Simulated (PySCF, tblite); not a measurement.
**C6H10FO3S−: geometry, infrared bands and NMR shifts**

What infrared bands and NMR shifts should C6H10FO3S− (`O=S(=O)([O-])[C@@H]1CCC[C@@H](F)C1`) show?

Programs: tblite 0.8.0 and PySCF 2.14.0, with density-fitted response routines of our own. Each step states its level of theory. These are calculated values for one molecule in the gas phase, unless marked as measured. Atoms are numbered from 0 throughout.

**1. Starting geometry**

21 atoms, charge -1, multiplicity 1; geometry from: force field or distance geometry start.

Bonds of the start (Å): O0–S1 1.46, S1–O2 1.48, S1–O3 1.46, S1–C4 1.79, C4–C5 1.54, C5–C6 1.53, C6–C7 1.52, C7–C8 1.53, C8–F9 1.38, C8–C10 1.52, C10–C4 1.53, C4–H11 1.10, C5–H12 1.09, C5–H13 1.09, C6–H14 1.10, C6–H15 1.10, C7–H16 1.10, C7–H17 1.09, C8–H18 1.10, C10–H19 1.10, C10–H20 1.09.

**2. Optimising the geometry with GFN2-xTB**

What the job is given:

```
{"job": {"kind": "relax", "xc": "GFN2-xTB", "basis": "xTB"}, "charge": -1, "multiplicity": 1}
O      1.796900     1.093900     1.080300
S      2.298200     0.098700     0.143900
O      2.976900    -1.043900     0.794400
O      3.011100     0.644400    -1.011600
C      0.831500    -0.646900    -0.561000
C      0.013700     0.344100    -1.417900
C     -0.854900     1.295500    -0.599100
C     -1.706100     0.546700     0.418300
C     -0.885900    -0.392100     1.297000
F     -1.774700    -1.135100     2.039300
C     -0.044200    -1.349900     0.472700
H      1.230100    -1.415400    -1.243500
H      0.664700     0.931900    -2.063300
H     -0.636000    -0.236100    -2.077900
H     -1.508600     1.869200    -1.269500
H     -0.237300     2.032200    -0.066300
H     -2.475200    -0.040200    -0.110200
H     -2.264600     1.245700     1.042500
H     -0.288700     0.182600     2.013800
H      0.561800    -1.969400     1.155400
H     -0.717700    -2.039000    -0.037800
```

The run is started by

```console
OMP_NUM_THREADS=1 python probes_run.py task.json out
```

One launch serves the whole session: the jobs run in the order shown.

**Question.** This job is followed by: GFN2-xTB harmonic vibrations, gas phase; GIAO PBE0/pcSseg-1 NMR shielding, non-relativistic, gas phase. What will the session give for the following? strongest single infrared mode (GFN2-xTB); zero-point energy (GFN2-xTB); ¹³C shifts against TMS (PBE0/pcSseg-1); ¹H shifts against TMS (PBE0/pcSseg-1); ¹⁷O shifts against H2O (PBE0/pcSseg-1); ³³S shifts against CS2 (PBE0/pcSseg-1); ¹⁹F shifts against CFCl3 (PBE0/pcSseg-1).

As calculated:

| quantity | value |
| --- | --- |
| strongest single infrared mode (GFN2-xTB) | 1154 cm⁻¹, 531 km/mol |
| zero-point energy (GFN2-xTB) | 101.4 kcal/mol |
| ¹³C shifts against TMS (PBE0/pcSseg-1) | 92.9, 61.7, 39.3, 36.6, 29.2, 23.1 ppm |
| ¹H shifts against TMS (PBE0/pcSseg-1) | 6.77, 4.05, 3.35, 2.81, 2.25, 1.83, 1.09, 0.90, 0.88, 0.82 ppm |
| ¹⁷O shifts against H2O (PBE0/pcSseg-1) | 244.4, 213.8, 208.6 ppm |
| ³³S shifts against CS2 (PBE0/pcSseg-1) | 323 ppm |
| ¹⁹F shifts against CFCl3 (PBE0/pcSseg-1) | -207.7 ppm |

In words: Relaxing lowered the energy by 0.260 eV in 39 steps; the close pair that moved most is S1–C4, from 1.790 to 1.850 Å. All 57 modes are real, so the xTB geometry is a minimum. The strongest single mode, at 1154 cm⁻¹, is spread over several atoms, S1, O2, O3 among them. Unscaled tight-binding wavenumbers are off by several per cent, some by more. Its intensities can rank the bands wrongly. C8 (sp3 CH bonded to F) lies farthest downfield among carbon, at 92.9 ppm; pulled downfield by the heteroatom. H18 (hydrogen on an sp3 CH bonded to F) lies farthest downfield among hydrogen, at 6.77 ppm; its carbon carries F, hence the downfield position. At PBE0/pcSseg-1: The largest span, 206 ppm, is at S1, where the paramagnetic term is -869 ppm.
